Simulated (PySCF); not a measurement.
**A gas-phase reaction: ClGe2H5 + F2 → ClFGe2H4 + FH**

What reaction energy should one expect for `[Cl][GeH2][GeH3]` + `FF` → `[F][GeH]([Cl])[GeH3]` + `F`?

Programs: PySCF 2.14.0. All values are calculated, for the isolated system unless a continuum is named. Atoms count from 0, parts from 1.

### Step 1. The system as given

Each species was relaxed by itself at PBE0-D3(BJ)/def2-SVP.

### Step 2. Energies of the species: wB97M-D3(BJ)/def2-TZVPD

What the job is given:

```
{"job": {"kind": "react", "xc": "wB97M-D3(BJ)", "basis": "def2-TZVPD"}, "charge": 0, "multiplicity": 1}
-1 ClGe2H5 charge 0 multiplicity 1
Cl     1.988700     1.861350    -0.323610
Ge     1.203110    -0.149460    -0.035560
Ge    -1.207030     0.062840     0.022960
H      1.718490    -0.991680    -1.215480
H      1.803000    -0.664870     1.284180
H     -1.850020    -1.321880     0.224780
H     -1.694930     0.665260    -1.303190
H     -1.600580     0.983480     1.188200

-1 F2 charge 0 multiplicity 1
F      0.688170     0.013260    -0.000010
F     -0.688170    -0.013260     0.000010

+1 ClFGe2H4 charge 0 multiplicity 1
F      1.943520     0.183610    -1.317210
Ge     0.878840     0.733920    -0.052340
Cl     0.008330     2.570970    -0.776310
Ge    -0.883900    -0.901780     0.212790
H      1.788700     1.091110     1.134280
H     -0.277290    -2.248360     0.635880
H     -1.608890    -1.034860    -1.132210
H     -1.848830    -0.394510     1.295160

+1 FH charge 0 multiplicity 1
F      0.459260     0.028140     0.001420
H     -0.459260    -0.028140    -0.001420
```

Level: wB97M-D3(BJ)/def2-TZVPD reaction energy of separated species, gas phase.

Started as:

```bash
OMP_NUM_THREADS=1 python cluster_run.py task.json out
```

The driver reads the jobs from task.json and runs them one after another.

Log:

```text
species 1 (ClGe2H5)
coarse grid: 33512 points
cycle   1  E = -4617.2698269858  dE = -1.243e+00  |g| = 8.573e-01  |ddm| = 2.331e+00
cycle   2  E = -4617.2827303557  dE = -1.290e-02  |g| = 8.962e-01  |ddm| = 1.026e+00
cycle   3  E = -4617.3485629068  dE = -6.583e-02  |g| = 2.757e-02  |ddm| = 4.899e-01
cycle   4  E = -4617.3488421316  dE = -2.792e-04  |g| = 1.440e-02  |ddm| = 4.732e-02
cycle   5  E = -4617.3488959466  dE = -5.382e-05  |g| = 3.982e-03  |ddm| = 1.636e-02
cycle   6  E = -4617.3489002793  dE = -4.333e-06  |g| = 1.124e-03  |ddm| = 6.077e-03
final grid: 64688 points
cycle   7  E = -4617.3487686520  dE = -2.684e-07  |g| = 1.102e-03  |ddm| = 2.519e-03
cycle   8  E = -4617.3487686828  dE = -3.076e-08  |g| = 1.153e-03  |ddm| = 1.262e-03
cycle   9  E = -4617.3487687815  dE = -9.874e-08  |g| = 5.717e-05  |ddm| = 6.054e-04
cycle  10  E = -4617.3487687841  dE = -2.661e-09  |g| = 3.064e-05  |ddm| = 1.217e-04
cycle  11  E = -4617.3487687846  dE = -4.857e-10  |g| = 3.034e-06  |ddm| = 6.207e-05
converged SCF energy = -4617.3487687846

species 2 (F2)
coarse grid: 10600 points
cycle   1  E = -199.6112257084  dE =  1.409e-02  |g| = 3.464e-01  |ddm| = 1.052e+00
cycle   2  E = -199.6263878528  dE = -1.516e-02  |g| = 1.650e-01  |ddm| = 1.847e-01
cycle   3  E = -199.6293533803  dE = -2.966e-03  |g| = 2.221e-02  |ddm| = 5.442e-02
cycle   4  E = -199.6294151612  dE = -6.178e-05  |g| = 8.614e-03  |ddm| = 1.163e-02
cycle   5  E = -199.6294260512  dE = -1.089e-05  |g| = 7.497e-04  |ddm| = 4.115e-03
cycle   6  E = -199.6294261894  dE = -1.382e-07  |g| = 3.047e-05  |ddm| = 6.347e-04
final grid: 23208 points
cycle   7  E = -199.6294165206  dE = -2.206e-09  |g| = 2.051e-05  |ddm| = 1.250e-04
cycle   8  E = -199.6294165206  dE = -6.972e-11  |g| = 1.058e-05  |ddm| = 1.682e-05
converged SCF energy = -199.6294165206

species 3 (ClFGe2H4)
coarse grid: 36336 points
cycle   1  E = -4716.5565827523  dE = -1.093e+00  |g| = 1.053e+00  |ddm| = 2.321e+00
cycle   2  E = -4716.5225154227  dE =  3.407e-02  |g| = 1.275e+00  |ddm| = 1.253e+00
cycle   3  E = -4716.6986093897  dE = -1.761e-01  |g| = 1.017e-01  |ddm| = 6.211e-01
cycle   4  E = -4716.7000495869  dE = -1.440e-03  |g| = 4.063e-02  |ddm| = 7.644e-02
cycle   5  E = -4716.7003124382  dE = -2.629e-04  |g| = 5.980e-03  |ddm| = 3.083e-02
cycle   6  E = -4716.7003291387  dE = -1.670e-05  |g| = 2.337e-03  |ddm| = 1.123e-02
cycle   7  E = -4716.7003311309  dE = -1.992e-06  |g| = 6.589e-04  |ddm| = 3.565e-03
final grid: 70920 points
cycle   8  E = -4716.7001464237  dE = -3.870e-07  |g| = 5.187e-04  |ddm| = 3.320e-03
cycle   9  E = -4716.7001464507  dE = -2.704e-08  |g| = 5.572e-04  |ddm| = 7.692e-04
cycle  10  E = -4716.7001464902  dE = -3.948e-08  |g| = 6.843e-05  |ddm| = 2.776e-04
cycle  11  E = -4716.7001464932  dE = -3.069e-09  |g| = 3.929e-05  |ddm| = 1.397e-04
cycle  12  E = -4716.7001464940  dE = -7.067e-10  |g| = 9.301e-06  |ddm| = 7.204e-05
converged SCF energy = -4716.7001464940

species 4 (FH)
coarse grid: 7776 points
cycle   1  E = -100.4688157611  dE = -9.413e-02  |g| = 4.644e-01  |ddm| = 6.197e-01
cycle   2  E = -100.4724946111  dE = -3.679e-03  |g| = 5.038e-01  |ddm| = 3.808e-01
cycle   3  E = -100.5053132185  dE = -3.282e-02  |g| = 2.574e-02  |ddm| = 1.678e-01
cycle   4  E = -100.5053892010  dE = -7.598e-05  |g| = 5.007e-03  |ddm| = 1.077e-02
cycle   5  E = -100.5053938431  dE = -4.642e-06  |g| = 4.335e-04  |ddm| = 3.766e-03
final grid: 16976 points
cycle   6  E = -100.5053939592  dE = -6.408e-08  |g| = 1.058e-04  |ddm| = 8.219e-04
cycle   7  E = -100.5053939626  dE = -3.450e-09  |g| = 8.041e-05  |ddm| = 2.177e-04
cycle   8  E = -100.5053939635  dE = -8.472e-10  |g| = 2.068e-05  |ddm| = 3.735e-05
converged SCF energy = -100.5053939635

Reaction energy = -142.670 kcal/mol
```

It took 62 s on 1 thread of Arm Neoverse N1, shared host; peak memory 0.79 GiB.

Species by species (with the dispersion term, which the log's SCF energies lack):

```tsv
ν	species	energy (Eh)	HOMO (eV)
-1	[Cl][GeH2][GeH3]	-4617.35585	-10.23
-1	FF	-199.62974	-14.36
+1	[F][GeH]([Cl])[GeH3]	-4716.70731	-10.59
+1	F	-100.50563	-14.54
```

### Step 3. Energies of the species: PBE0-D3(BJ)/def2-TZVPD

Same as in step 2 but for these lines:

```diff
@@ -1,2 +1,2 @@
-{"job": {"kind": "react", "xc": "wB97M-D3(BJ)", "basis": "def2-TZVPD"}, "charge": 0, "multiplicity": 1}
+{"job": {"kind": "react", "xc": "PBE0", "basis": "def2-TZVPD", "disp": "d3bj"}, "charge": 0, "multiplicity": 1}
 -1 ClGe2H5 charge 0 multiplicity 1
```

Level: PBE0-D3(BJ)/def2-TZVPD reaction energy of separated species, gas phase.

Log:

```text
species 1 (ClGe2H5)
coarse grid: 33512 points
cycle   1  E = -4616.5185221141  dE = -1.188e+00  |g| = 9.042e-01  |ddm| = 2.307e+00
cycle   2  E = -4616.4740760689  dE =  4.445e-02  |g| = 1.098e+00  |ddm| = 1.150e+00
cycle   3  E = -4616.5883848120  dE = -1.143e-01  |g| = 5.502e-02  |ddm| = 6.681e-01
cycle   4  E = -4616.5889578397  dE = -5.730e-04  |g| = 2.235e-02  |ddm| = 5.766e-02
cycle   5  E = -4616.5890718531  dE = -1.140e-04  |g| = 4.820e-03  |ddm| = 2.006e-02
cycle   6  E = -4616.5890740853  dE = -2.232e-06  |g| = 1.490e-03  |ddm| = 3.827e-03
final grid: 64688 points
cycle   7  E = -4616.5890669399  dE =  1.278e-07  |g| = 1.709e-03  |ddm| = 2.791e-03
cycle   8  E = -4616.5890666765  dE =  2.634e-07  |g| = 2.082e-03  |ddm| = 2.802e-03
cycle   9  E = -4616.5890675167  dE = -8.402e-07  |g| = 2.047e-04  |ddm| = 1.542e-03
cycle  10  E = -4616.5890675194  dE = -2.748e-09  |g| = 1.097e-05  |ddm| = 1.095e-04
cycle  11  E = -4616.5890675195  dE = -3.274e-11  |g| = 3.691e-06  |ddm| = 1.042e-05
converged SCF energy = -4616.5890675195

species 2 (F2)
coarse grid: 2176 points
cycle   1  E = -199.3949099601  dE =  9.362e-02  |g| = 2.769e-01  |ddm| = 1.052e+00
cycle   2  E = -199.4014654676  dE = -6.556e-03  |g| = 1.376e-01  |ddm| = 1.367e-01
cycle   3  E = -199.4037870268  dE = -2.322e-03  |g| = 2.288e-02  |ddm| = 5.064e-02
cycle   4  E = -199.4038499229  dE = -6.290e-05  |g| = 8.088e-03  |ddm| = 1.132e-02
cycle   5  E = -199.4038581453  dE = -8.222e-06  |g| = 1.823e-04  |ddm| = 3.284e-03
final grid: 23208 points
cycle   6  E = -199.4096363885  dE = -7.840e-06  |g| = 1.276e-03  |ddm| = 8.100e-03
cycle   7  E = -199.4096364429  dE = -5.441e-08  |g| = 1.041e-03  |ddm| = 8.921e-04
cycle   8  E = -199.4096365811  dE = -1.382e-07  |g| = 7.552e-05  |ddm| = 4.302e-04
cycle   9  E = -199.4096365819  dE = -7.339e-10  |g| = 1.993e-05  |ddm| = 3.213e-05
converged SCF energy = -199.4096365819

species 3 (ClFGe2H4)
coarse grid: 36336 points
cycle   1  E = -4715.6961997815  dE = -1.021e+00  |g| = 1.098e+00  |ddm| = 2.322e+00
cycle   2  E = -4715.4547962752  dE =  2.414e-01  |g| = 1.714e+00  |ddm| = 1.501e+00
cycle   3  E = -4715.8207796432  dE = -3.660e-01  |g| = 2.561e-01  |ddm| = 9.542e-01
cycle   4  E = -4715.8294535548  dE = -8.674e-03  |g| = 3.737e-02  |ddm| = 1.466e-01
cycle   5  E = -4715.8296068676  dE = -1.533e-04  |g| = 1.084e-02  |ddm| = 2.536e-02
cycle   6  E = -4715.8296357596  dE = -2.889e-05  |g| = 3.327e-03  |ddm| = 1.115e-02
cycle   7  E = -4715.8296384892  dE = -2.730e-06  |g| = 7.604e-04  |ddm| = 2.802e-03
final grid: 70920 points
cycle   8  E = -4715.8295718887  dE = -1.764e-07  |g| = 1.004e-03  |ddm| = 3.288e-03
cycle   9  E = -4715.8295718429  dE =  4.575e-08  |g| = 1.297e-03  |ddm| = 1.370e-03
cycle  10  E = -4715.8295719866  dE = -1.437e-07  |g| = 5.298e-05  |ddm| = 7.442e-04
cycle  11  E = -4715.8295719871  dE = -5.266e-10  |g| = 2.034e-05  |ddm| = 4.717e-05
converged SCF energy = -4715.8295719871

species 4 (FH)
coarse grid: 1712 points
cycle   1  E = -100.3541048866  dE = -3.609e-02  |g| = 4.957e-01  |ddm| = 6.253e-01
cycle   2  E = -100.3145773759  dE =  3.953e-02  |g| = 7.430e-01  |ddm| = 5.125e-01
cycle   3  E = -100.3938305355  dE = -7.925e-02  |g| = 2.284e-02  |ddm| = 2.892e-01
cycle   4  E = -100.3939061085  dE = -7.557e-05  |g| = 4.206e-03  |ddm| = 9.788e-03
cycle   5  E = -100.3939080931  dE = -1.985e-06  |g| = 3.556e-04  |ddm| = 1.247e-03
final grid: 16976 points
cycle   6  E = -100.3948397588  dE = -1.857e-05  |g| = 3.991e-03  |ddm| = 7.511e-03
cycle   7  E = -100.3948378403  dE =  1.918e-06  |g| = 5.489e-03  |ddm| = 3.348e-03
cycle   8  E = -100.3948419151  dE = -4.075e-06  |g| = 9.935e-05  |ddm| = 2.010e-03
cycle   9  E = -100.3948419164  dE = -1.280e-09  |g| = 1.779e-05  |ddm| = 3.927e-05
cycle  10  E = -100.3948419164  dE = -4.792e-11  |g| = 3.057e-06  |ddm| = 1.026e-05
converged SCF energy = -100.3948419164

Reaction energy = -141.702 kcal/mol
```

Run time: 35 s. Hardware: 1 thread of Arm Neoverse N1, shared host; peak memory 0.74 GiB.

Reaction energy at this level: -141.7 kcal/mol.

### Step 4. Comparing the runs

Energies in kcal/mol, with wall time:

```tsv
run	reaction	time
wB97M-D3(BJ)/def2-TZVPD	-142.7	62 s
PBE0-D3(BJ)/def2-TZVPD	-141.7	35 s
```

### Step 5. Outcome

```
                                                quantity                      value
               reaction energy (wB97M-D3(BJ)/def2-TZVPD)            -142.7 kcal/mol
                     ΔH, ΔG at 298 K (xTB thermal terms)    -140.6, -141.8 kcal/mol
range of the reaction energy over the runs of this table  -142.7 to -141.7 kcal/mol
```

**Reading.** The reaction is exothermic by 140.6 kcal/mol in the gas phase; dispersion gives -0.00, and xTB itself gave -114.9 for the electronic energy (xTB energies and thermal terms come from the earlier relaxation of each species, not shown). No barrier was sought. xTB and this level differ widely in the electronic energy, so what comes from xTB (the thermal terms above all) is less safe here. The reaction energy runs from -142.7 (wB97M-D3(BJ)/def2-TZVPD) to -141.7 kcal/mol (PBE0-D3(BJ)/def2-TZVPD).
